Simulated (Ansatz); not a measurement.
# InAsS4: what a guessed cell relaxes into

Where does this trial cell of InAsS4 go when cell and atoms are let free?

Computed with Ansatz 0.2.0 (DFT PBE, scalar-relativistic, plane waves, PAW, unless a step's input says otherwise).

**1. The structure to begin with**

The structure is tetragonal, space group P4/mmm (No. 123). Conventional cell: a = 4.104 Å, b = 4.104 Å, c = 6.912 Å, α = 90.00°, β = 90.00°, γ = 90.00°. In (site symmetry 4/mmm) has 10 S at 2.74 to 2.99 Å as nearest neighbours. Around As (site symmetry 4/mmm) lie 10 S at 2.73 to 2.99 Å. S (site symmetry 4mm) has 1 S at 1.44 Å as nearest neighbours. S (site symmetry 4mm) has 1 S at 1.45 Å as nearest neighbours.

Coordinates:

```cif
data_structure
_symmetry_space_group_name_H-M 'P4/mmm'
_symmetry_Int_Tables_number 123
_cell_length_a 4.1040
_cell_length_b 4.1040
_cell_length_c 6.9120
_cell_angle_alpha 90.000
_cell_angle_beta 90.000
_cell_angle_gamma 90.000
_cell_volume 116.42
loop_
_atom_site_label
_atom_site_type_symbol
_atom_site_symmetry_multiplicity
_atom_site_Wyckoff_symbol
_atom_site_fract_x
_atom_site_fract_y
_atom_site_fract_z
_atom_site_occupancy
In1 In 1 a 0.00000 0.00000 0.00000 1
As1 As 1 d 0.50000 0.50000 0.50000 1
S1 S 2 g 0.00000 0.00000 0.60384 1
S2 S 2 h 0.50000 0.50000 0.10520 1
```

A structure generator made this guess: species swapped into a database cell of CeDyC4 (P4/mmm, No. 123), with In on the Ce sites, As on the Dy sites and S on the C sites. The dimensions are guesses.

**2. The guess as it stands, on a coarse mesh**

Contents of input.yaml:

```yaml
crystal:
  lattice:
    - [4.10402332, 0.0, 0.0]
    - [0.0, 4.10402332, 0.0]
    - [0.0, 0.0, 6.91197674]
  atoms:
    - { symbol: In, position: [0.0, 0.0, 0.0] }
    - { symbol: As, position: [0.5, 0.5, 0.5] }
    - { symbol: S, position: [0.0, 0.0, 0.60383803] }
    - { symbol: S, position: [0.5, 0.5, 0.105198] }
    - { symbol: S, position: [0.5, 0.5, 0.894802] }
    - { symbol: S, position: [0.0, 0.0, 0.39616197] }
basis:
  ecutwfc: 420
kpoints:
  mp_grid: { grid: [4, 4, 4] }
hamiltonian:
  xc: pbe
scf:
  occupations: { method: gaussian, width: 0.1 }
  lower_state_search: "off"
output:
  forces: true
  stress: true
  eigenvalues: true
```

The run is started by

```
ansatz run input.yaml --threads 1 --pin off --max-ram 2560MiB --backend cpu --events-out ev --progress --plain --runs-dir out
```

The session goes on with these runs: coarse relaxation; full relaxation.

Before running it: what results should come out? Wanted: conventional cell; volume; energy over the elements; gap on the mesh.

The runs gave:

| quantity | value |
| --- | --- |
| symmetry at the end (tolerance 0.05 Å) | space group P4/mmm (No. 123) |
| conventional cell | a = 3.733 Å, b = 3.733 Å, c = 10.300 Å, α = 90.00°, β = 90.00°, γ = 90.00° |
| volume | 23.92 Å³/atom |
| energy over the elements | +0.28 eV/atom |
| gap on the mesh | none (metal) |

What this shows: The space group P4/mmm (No. 123) is kept, and the volume per atom grows by 23.3 % from the first guess. The formation energy is positive, so the separate elements lie lower. No finished test with a distortion of lower symmetry is shown, so the end may be a saddle point. Where forces pass 15 eV/Å atoms stand far too close, the PAW spheres overlap strongly and those numbers are rough.
